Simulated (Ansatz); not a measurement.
# Cl2F2H2OZr: the cost of one run

Method: RKS PBE/def2-SVP, in Ansatz 0.2.0.

### 1 The structure to begin with

Bond lengths: Zr1–F2 2.330 Å, Zr1–Cl3 2.520 Å, Zr1–Cl4 2.518 Å, Zr1–F5 1.979 Å, Zr1–O6 2.370 Å, O6–H7 1.010 Å, Zr1–H8 2.356 Å. Angles (14 of 16 angles, heavy atoms first): F2–Zr1–Cl3 109.5°, F2–Zr1–Cl4 109.5°, F2–Zr1–F5 109.5°, F2–Zr1–O6 71.6°, Cl3–Zr1–Cl4 109.5°, Cl3–Zr1–F5 109.5°, Cl3–Zr1–O6 67.1°, Cl4–Zr1–F5 109.5°, Cl4–Zr1–O6 72.9°, F5–Zr1–O6 176.5°, F2–Zr1–H8 34.2°, Cl3–Zr1–H8 89.0°, Cl4–Zr1–H8 92.2°, F5–Zr1–H8 143.6°.

Coordinates:

```xyz
8

Zr    0.0000    0.0000    0.0000
F     0.0000    0.0000    2.3300
Cl    2.3764    0.0000   -0.8392
Cl   -1.1869    2.0563   -0.8392
F    -0.9326   -1.6157   -0.6593
O     1.2429    1.8744    0.7473
H     2.0199    1.5607    1.3113
H     0.7324    1.1045    1.9476
```

### 2 Pulling towards end A

Springs on the bonds that form and break draw the guess towards this end; the thresholds are loose.

input.yaml

```yaml
crystal:
  periodic: [false, false, false]
  atoms:
    - { symbol: Zr, position_ang: [0.0, 0.0, 0.0] }
    - { symbol: F, position_ang: [0.0, 0.0, 2.33] }
    - { symbol: Cl, position_ang: [2.3764, 0.0, -0.8392] }
    - { symbol: Cl, position_ang: [-1.1869, 2.0563, -0.8392] }
    - { symbol: F, position_ang: [-0.9326, -1.6157, -0.6593] }
    - { symbol: O, position_ang: [1.2429, 1.8744, 0.7473] }
    - { symbol: H, position_ang: [2.0199, 1.5607, 1.3113] }
    - { symbol: H, position_ang: [0.7324, 1.1045, 1.9476] }
basis:
  gaussian: { orbitals: def2-SVP }
hamiltonian:
  xc: pbe
relax:
  f_tol: 0.15
  max_steps: 25
  restrain:
    - { distance: [0, 5], at: 3.27, k: 30.0 }
    - { distance: [7, 1], at: 2.12, k: 30.0 }
    - { distance: [0, 1], at: 1.98, k: 30.0 }
    - { distance: [7, 5], at: 1.01, k: 30.0 }
output:
  orbitals: {}
```

The run is started by

```
ansatz run input.yaml --threads 4 --pin off --max-ram 5120MiB --backend cpu --events-out ev --progress --plain --runs-dir out
```

Q: Estimate wall time and peak memory on 4 threads of Intel Xeon Platinum 8488C (Sapphire Rapids), shared host.

About 11 s, with a peak of 0.2 GiB.
